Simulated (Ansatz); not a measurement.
**CH₄ClF₃MoO₂: vertical ionisation energy**

An exercise on one series of results from a longer session: the logs are not shown, and one member is left open.

The runs use Ansatz 0.2.0, Gaussian basis; unrestricted cation, the program's frozen cores in correlated methods.

Levels to be run: UKS PBE-D4/def2-TZVPP; UKS r2SCAN-D4/def2-TZVPP; UKS PBE0-D4/def2-TZVPP; UKS B3LYP-D4/def2-TZVPP; UKS wB97X-V/def2-TZVPP; UKS wB97M-V/def2-TZVPP; UKS B2PLYP/def2-TZVPP; UHF-CCSD(T)/def2-TZVPP; UHF-MP2/def2-QZVPP; extrapolation to the limit; then −ε(HOMO) from the neutral's earlier runs with LDA (SPW92), PBE-D4, revPBE-D4, BLYP-D4, r2SCAN-D4, B97M-V, PBE0-D4, B3LYP-D4, r2SCANh-D4, r2SCAN0-D4, HSE06-D4, BHLYP-D4, CAM-B3LYP-D4, LC-ωPBE, ωB97X-V, ωB97M-V.

**The relaxed structure**

All runs share one geometry, relaxed beforehand with PBE0-D4 in a triple-zeta def2 set. Mo takes the def2 core potential; no spin-orbit term is included.

12 atoms, charge 0, spin multiplicity 1.

Atoms are counted from 1 here; the program's logs count them from 0.

Bond lengths: C1–O2 1.394 Å, C1–H9 1.094 Å, C1–H10 1.096 Å, C1–H11 1.091 Å, O2–Mo3 1.794 Å, Mo3–O4 1.871 Å, Mo3–F5 1.853 Å, Mo3–F6 1.846 Å, Mo3–F7 1.846 Å, Mo3–Cl8 2.317 Å, O4–H12 0.964 Å. Angles: O2–C1–H9 108.6°, O2–C1–H10 108.0°, O2–C1–H11 109.0°, H9–C1–H10 109.8°, H9–C1–H11 110.7°, H10–C1–H11 110.7°, C1–O2–Mo3 144.2°, O2–Mo3–O4 86.2°, O2–Mo3–F5 166.9°, O2–Mo3–F6 101.8°, O2–Mo3–F7 95.0°, O2–Mo3–Cl8 87.0°, O4–Mo3–F5 82.6°, O4–Mo3–F6 171.9°, O4–Mo3–F7 93.5°, O4–Mo3–Cl8 94.9°, F5–Mo3–F6 89.7°, F5–Mo3–F7 92.4° and more.

As a file:

```mol
CH4ClF3MoO2
  3D, bonds by distance, orders not assigned

 12 11  0  0  0  0  0  0  0  0999 V2000
    1.6598   -1.0717    0.2414 C   0  0
    0.9714    0.1256    0.0559 O   0  0
   -0.6589    0.8722   -0.0108 Mo  0  0
   -1.1191   -0.5343   -1.1562 O   0  0
   -2.4707    1.2433   -0.1277 F   0  0
   -0.4325    2.3673    1.0484 F   0  0
   -0.2550    2.0200   -1.3990 F   0  0
   -1.1390   -0.2908    1.9348 Cl  0  0
    1.3492   -1.7770   -0.5349 H   0  0
    1.3942   -1.4654    1.2287 H   0  0
    2.7313   -0.8781    0.1788 H   0  0
   -2.0307   -0.6111   -1.4595 H   0  0
  1  2  8  0
  2  3  8  0
  3  4  8  0
  3  5  8  0
  3  6  8  0
  3  7  8  0
  3  8  8  0
  1  9  8  0
  1 10  8  0
  1 11  8  0
  4 12  8  0
M  END
```

Set-up of the first run:

in.yaml

```yaml
crystal:
  periodic: [false, false, false]
  atoms:
    - {symbol: C, position_ang: [1.659778, -1.071685, 0.241353]}
    - {symbol: O, position_ang: [0.971354, 0.125636, 0.055893]}
    - {symbol: Mo, position_ang: [-0.658947, 0.872204, -0.010838]}
    - {symbol: O, position_ang: [-1.119087, -0.534317, -1.156206]}
    - {symbol: F, position_ang: [-2.470737, 1.243275, -0.127663]}
    - {symbol: F, position_ang: [-0.432472, 2.367289, 1.048419]}
    - {symbol: F, position_ang: [-0.255024, 2.020003, -1.398960]}
    - {symbol: Cl, position_ang: [-1.138969, -0.290795, 1.934844]}
    - {symbol: H, position_ang: [1.349219, -1.776973, -0.534856]}
    - {symbol: H, position_ang: [1.394246, -1.465360, 1.228716]}
    - {symbol: H, position_ang: [2.731292, -0.878131, 0.178808]}
    - {symbol: H, position_ang: [-2.030663, -0.611147, -1.459499]}
basis:
  gaussian: {orbitals: def2-TZVPP}
total_charge: 1
magnetization: {spin_polarized: true, initial_magnetization: 1}
hamiltonian: {xc: pbe, dispersion: d4}
```

Launch:

```
$ ansatz run in.yaml --threads 2 --pin off --events-out ev --progress --plain --max-ram 32768MiB --backend cuda --devices 0, --max-vram 18GiB
```

Among the steps run: Cation, UKS PBE-D4/def2-TZVPP; Cation, UKS r2SCAN-D4/def2-TZVPP; Cation, UKS PBE0-D4/def2-TZVPP; Cation, UKS B3LYP-D4/def2-TZVPP; Cation, UKS wB97X-V/def2-TZVPP; Cation, UKS wB97M-V/def2-TZVPP; Cation, UKS B2PLYP (frozen core)/def2-TZVPP; Cation, UHF-CCSD(T)/def2-TZVPP; Cation, UHF-MP2/def2-QZVPP.

One of the session's tables, all rows but one given; the rest of the session is left out.

It belongs to the step «Ionisation energies side by side». Orbital estimates, from the neutral's runs:

```
  functional  −ε(HOMO) (eV)
 LDA (SPW92)           7.82
      PBE-D4           7.63
   revPBE-D4           7.55
     BLYP-D4           7.50
   r2SCAN-D4           8.02
      B97M-V           8.11
     PBE0-D4           9.11
    B3LYP-D4           8.84
  r2SCANh-D4              ?
  r2SCAN0-D4           9.38
    HSE06-D4           8.70
    BHLYP-D4          10.46
CAM-B3LYP-D4          10.47
     LC-ωPBE          11.83
     ωB97X-V          11.47
     ωB97M-V          11.35
```

Estimate the missing values for r2SCANh-D4.

Worked estimate for «−ε(HOMO) (eV)». Against the share of exact exchange, r2SCAN-D4 (0, 8.02), r2SCAN0-D4 (0.25, 9.38) give a slope of 5.44 per unit share; at 0.1 the line stands at 8.56.

The run gave: −ε(HOMO) (eV): 8.56. In «−ε(HOMO) (eV)» the line misses by 0.00.
